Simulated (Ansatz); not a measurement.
**C₂H₈GeO₃: a ladder of functionals and wavefunction methods**

The task here is to estimate one member of a computed series from the others.

Computed with Ansatz 0.2.0, Gaussian basis. Level: functionals in def2-TZVPP, the program's frozen cores in correlated methods.

The runs, in order: LDA (SPW92), PBE-D4, revPBE-D4, BLYP-D4, r2SCAN-D4, B97M-V, PBE0-D4, B3LYP-D4, r2SCANh-D4, r2SCAN0-D4, HSE06-D4, BHLYP-D4, CAM-B3LYP-D4, LC-ωPBE, ωB97X-V, ωB97M-V, B2PLYP, PBE-QIDH; CCSD(T)/def2-SVP; MP2/def2-TZVPP; MP2/def2-QZVPP; RPA on PBE.

## The geometry

The geometry comes from an earlier relaxation with PBE0-D4 in a triple-zeta def2 set; it is a stationary point, not always the lowest conformer.

SMILES `C[CH2][Ge]([OH])([OH])[OH]`, 14 atoms, charge 0, spin multiplicity 1.

Atoms are counted from 1 here; the program's logs count them from 0.

Bond lengths: C1–C2 1.524 Å, C1–H7 1.093 Å, C1–H8 1.092 Å, C1–H9 1.092 Å, C2–Ge3 1.930 Å, C2–H10 1.093 Å, C2–H11 1.093 Å, Ge3–O4 1.775 Å, Ge3–O5 1.776 Å, Ge3–O6 1.774 Å, O4–H12 0.961 Å, O5–H13 0.960 Å, O6–H14 0.961 Å. Angles: C2–C1–H7 110.9°, C2–C1–H8 111.3°, C2–C1–H9 111.4°, H7–C1–H8 107.6°, H7–C1–H9 107.8°, H8–C1–H9 107.7°, C1–C2–Ge3 112.8°, C1–C2–H10 111.5°, C1–C2–H11 111.5°, Ge3–C2–H10 107.0°, Ge3–C2–H11 106.9°, H10–C2–H11 106.9°, C2–Ge3–O4 111.2°, C2–Ge3–O5 111.4°, C2–Ge3–O6 112.0°, O4–Ge3–O5 106.9°, O4–Ge3–O6 107.8°, O5–Ge3–O6 107.4° and more.

Set-up of the first run:

File in.yaml:

```yaml
crystal:
  periodic: [false, false, false]
  atoms:
    - {symbol: C, position_ang: [0.901279, -1.134470, 1.373763]}
    - {symbol: C, position_ang: [0.677275, -0.987860, -0.126183]}
    - {symbol: Ge, position_ang: [-0.424390, 0.533609, -0.571335]}
    - {symbol: O, position_ang: [-2.087304, 0.313258, 0.008629]}
    - {symbol: O, position_ang: [0.190925, 2.020955, 0.178613]}
    - {symbol: O, position_ang: [-0.493786, 0.812773, -2.321873]}
    - {symbol: H, position_ang: [1.535182, -1.997491, 1.590740]}
    - {symbol: H, position_ang: [-0.042951, -1.275868, 1.904169]}
    - {symbol: H, position_ang: [1.387366, -0.250360, 1.791581]}
    - {symbol: H, position_ang: [0.186893, -1.870218, -0.545511]}
    - {symbol: H, position_ang: [1.621831, -0.864382, -0.662278]}
    - {symbol: H, position_ang: [-2.381432, 1.076849, 0.511795]}
    - {symbol: H, position_ang: [0.318626, 2.710532, -0.477685]}
    - {symbol: H, position_ang: [-1.402313, 0.883471, -2.625624]}
basis:
  gaussian: {orbitals: def2-TZVPP}
hamiltonian: {xc: lda}
output: {orbitals: {seedname: orbitals}}
```

Command:

```console
$ ansatz run in.yaml --threads 4 --pin off --events-out ev --progress --plain --max-ram 11315MiB
```

Steps of the session up to this table: LDA; PBE-D4 (GGA); revPBE-D4 (GGA); BLYP-D4 (GGA); r2SCAN-D4 (meta-GGA); B97M-V (meta-GGA); B3LYP-D4 (hybrid); r2SCANh-D4 (hybrid); r2SCAN0-D4 (hybrid); HSE06-D4 (hybrid); BHLYP-D4 (hybrid); CAM-B3LYP-D4 (range-separated); LC-ωPBE (range-separated); ωB97X-V (range-separated); ωB97M-V (range-separated); B2PLYP (double hybrid); PBE-QIDH (double hybrid).

One of the session's tables, all rows but one given; the rest of the session is left out.

It belongs to the step «Frontier levels by functional». 

| functional | HOMO (eV) | gap (eV) |
| --- | --- | --- |
| LDA (SPW92) | -6.90 | 6.03 |
| PBE-D4 | -6.71 | 6.05 |
| revPBE-D4 | -6.64 | 6.09 |
| BLYP-D4 | -6.62 | 5.93 |
| r2SCAN-D4 | -7.05 | 6.94 |
| B97M-V | -7.14 | 6.70 |
| PBE0-D4 | ? | ? |
| B3LYP-D4 | -8.00 | 7.86 |
| r2SCANh-D4 | -7.61 | 7.81 |
| r2SCAN0-D4 | -8.44 | 9.06 |
| HSE06-D4 | -7.82 | 7.70 |
| BHLYP-D4 | -9.62 | 10.55 |
| CAM-B3LYP-D4 | -9.65 | 10.68 |
| LC-ωPBE | -10.97 | 13.38 |
| ωB97X-V | -10.63 | 12.80 |
| ωB97M-V | -10.52 | 12.30 |

Q: Estimate the row for PBE0-D4 from the others.

**Answer.** HOMO (eV): -8.22; gap (eV): 8.47. In the column «HOMO (eV)» it lies between r2SCAN0-D4 (-8.44) and B3LYP-D4 (-8.00).
